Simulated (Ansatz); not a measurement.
**C2H2O2SSe: up Jacob's ladder to CCSD(T)**

The task here is to estimate one member of a computed series from the others.

The runs use Ansatz 0.2.0, Gaussian basis; functionals in def2-TZVPP, the program's frozen cores in correlated methods.

The runs, in order: LDA (SPW92), PBE-D4, revPBE-D4, BLYP-D4, r2SCAN-D4, B97M-V, PBE0-D4, B3LYP-D4, r2SCANh-D4, r2SCAN0-D4, HSE06-D4, BHLYP-D4, CAM-B3LYP-D4, LC-ωPBE, ωB97X-V, ωB97M-V, B2PLYP, PBE-QIDH; CCSD(T)/def2-SVP; CCSD(T)/def2-TZVPP; MP2/def2-QZVPP; extrapolation to the limit; RPA on PBE.

**The geometry**

All runs share one geometry, relaxed beforehand with PBE0-D4 in a triple-zeta def2 set.

SMILES `O=C[Se]C(=O)S`, 8 atoms, charge 0, spin multiplicity 1.

Atoms are counted from 1 here; the program's logs count them from 0.

Bond lengths: O1–C2 1.187 Å, C2–Se3 1.942 Å, C2–H7 1.105 Å, Se3–C4 1.963 Å, C4–O5 1.188 Å, C4–S6 1.775 Å, S6–H8 1.341 Å. Angles: O1–C2–Se3 122.0°, O1–C2–H7 124.7°, Se3–C2–H7 113.2°, C2–Se3–C4 99.7°, Se3–C4–O5 120.4°, Se3–C4–S6 118.4°, O5–C4–S6 121.2°, C4–S6–H8 96.7°.

Set-up of the first run:

File in.yaml:

```yaml
crystal:
  periodic: [false, false, false]
  atoms:
    - {symbol: O, position_ang: [0.414751, -2.699818, -0.358134]}
    - {symbol: C, position_ang: [0.111185, -1.580890, -0.103217]}
    - {symbol: Se, position_ang: [-0.082590, -0.226569, -1.480973]}
    - {symbol: C, position_ang: [-0.539668, 1.321190, -0.362966]}
    - {symbol: O, position_ang: [-1.377355, 2.087743, -0.710875]}
    - {symbol: S, position_ang: [0.347418, 1.556384, 1.156289]}
    - {symbol: H, position_ang: [-0.120681, -1.207332, 0.910555]}
    - {symbol: H, position_ang: [1.338940, 0.692293, 0.893520]}
basis:
  gaussian: {orbitals: def2-TZVPP}
hamiltonian: {xc: lda}
output: {orbitals: {seedname: orbitals}}
```

Steps of the session up to this table: LDA; PBE-D4 (GGA); revPBE-D4 (GGA); BLYP-D4 (GGA); r2SCAN-D4 (meta-GGA); B97M-V (meta-GGA); PBE0-D4 (hybrid); B3LYP-D4 (hybrid); r2SCANh-D4 (hybrid); r2SCAN0-D4 (hybrid); HSE06-D4 (hybrid); BHLYP-D4 (hybrid); CAM-B3LYP-D4 (range-separated); LC-ωPBE (range-separated); ωB97X-V (range-separated); ωB97M-V (range-separated); B2PLYP (double hybrid); PBE-QIDH (double hybrid).

One of the session's tables, all rows but one given; the rest of the session is left out.

It belongs to the step «Orbital energies across the functionals». 

```
  functional  HOMO (eV)  LUMO (eV)  gap (eV)
 LDA (SPW92)      -6.81      -3.15      3.66
      PBE-D4      -6.62      -2.87      3.75
   revPBE-D4      -6.55      -2.77      3.78
     BLYP-D4      -6.49      -2.72      3.77
   r2SCAN-D4      -6.94      -2.74      4.21
      B97M-V      -7.01      -2.60      4.41
     PBE0-D4      -7.91      -1.89      6.02
    B3LYP-D4          ?          ?         ?
  r2SCANh-D4      -7.44      -2.37      5.07
  r2SCAN0-D4      -8.12      -1.81      6.30
    HSE06-D4      -7.52      -2.27      5.25
    BHLYP-D4      -8.95      -0.74      8.21
CAM-B3LYP-D4      -9.19      -0.71      8.47
     LC-ωPBE     -10.51       0.45     10.96
     ωB97X-V     -10.16       0.39     10.56
     ωB97M-V     -10.02       0.32     10.34
```

**Question.** Estimate the row for B3LYP-D4.

Worked estimate for «HOMO (eV)». Against the share of exact exchange, BLYP-D4 (0, -6.49), BHLYP-D4 (0.5, -8.95) give a slope of -4.92 per unit share; at 0.2 the line stands at -7.47.

As computed: HOMO (eV): -7.68; LUMO (eV): -2.10; gap (eV): 5.57. In «HOMO (eV)» the line misses by +0.21.
